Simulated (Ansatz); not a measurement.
**FGeH5Sn: how energies converge with the basis set**

Aim: see how fast density functionals converge with the basis set for FGeH5Sn.

The runs use Ansatz 0.2.0, Gaussian basis; one geometry, several basis sets.

Plan: PBE0-D4/def2-SVP; ωB97M-V/def2-SVP; PBE0-D4/def2-QZVPP; ωB97M-V/def2-QZVPP; the functionals' def2-TZVPP values are taken from earlier runs.

**1. Structure used throughout**

All runs share one geometry, relaxed beforehand with PBE0-D4 in a triple-zeta def2 set. Sn takes the def2 core potential; no spin-orbit term is included.

SMILES `[F][SnH2][GeH3]`, 8 atoms, charge 0, spin multiplicity 1.

Atoms are counted from 1 here; the program's logs count them from 0.

Bond lengths: F1–Sn2 1.933 Å, Sn2–Ge3 2.596 Å, Sn2–H4 1.707 Å, Sn2–H5 1.707 Å, Ge3–H6 1.534 Å, Ge3–H7 1.537 Å, Ge3–H8 1.534 Å. Angles: F1–Sn2–Ge3 104.6°, F1–Sn2–H4 103.9°, F1–Sn2–H5 103.9°, Ge3–Sn2–H4 115.6°, Ge3–Sn2–H5 115.6°, H4–Sn2–H5 111.3°, Sn2–Ge3–H6 109.6°, Sn2–Ge3–H7 109.3°, Sn2–Ge3–H8 109.6°, H6–Ge3–H7 109.2°, H6–Ge3–H8 109.9°, H7–Ge3–H8 109.2°.

**2. PBE0-D4 in def2-SVP**

in.yaml

```yaml
crystal:
  periodic: [false, false, false]
  atoms:
    - {symbol: F, position_ang: [-2.092894, 1.330148, -0.016995]}
    - {symbol: Sn, position_ang: [-0.505493, 0.681447, -0.908890]}
    - {symbol: Ge, position_ang: [0.690233, -0.786966, 0.867308]}
    - {symbol: H, position_ang: [-1.110500, -0.152205, -2.270667]}
    - {symbol: H, position_ang: [0.319110, 2.104534, -1.367463]}
    - {symbol: H, position_ang: [1.051668, 0.071891, 2.085833]}
    - {symbol: H, position_ang: [1.975601, -1.372544, 0.261168]}
    - {symbol: H, position_ang: [-0.235427, -1.933305, 1.294006]}
basis:
  gaussian: {orbitals: def2-SVP}
hamiltonian: {xc: pbe0, dispersion: d4}
output: {orbitals: {seedname: orbitals}}
```

Run with:

```console
ansatz run in.yaml --threads 4 --pin off --events-out ev --progress --plain --max-ram 10444MiB
```

Further steps of the session: ωB97M-V in def2-SVP; PBE0-D4 in def2-QZVPP; ωB97M-V in def2-QZVPP.

Before running them: what should the planned runs give, taken together? Wanted: PBE0-D4: double and triple zeta above quadruple; ωB97M-V: double and triple zeta above quadruple.

The runs gave:

```
                                       quantity           value
PBE0-D4: double and triple zeta above quadruple  12.46, 1.46 eV
ωB97M-V: double and triple zeta above quadruple  12.55, 1.43 eV
```

For PBE0-D4 the step from double to triple zeta gains 10.99 eV and the next only 1.46 eV. Total energies overstate the basis error of differences, where much of it tends to cancel. The LUMO of ωB97M-V is positive and keeps falling with the basis (1.04 to 0.46 eV): an unbound level that the basis holds in place.
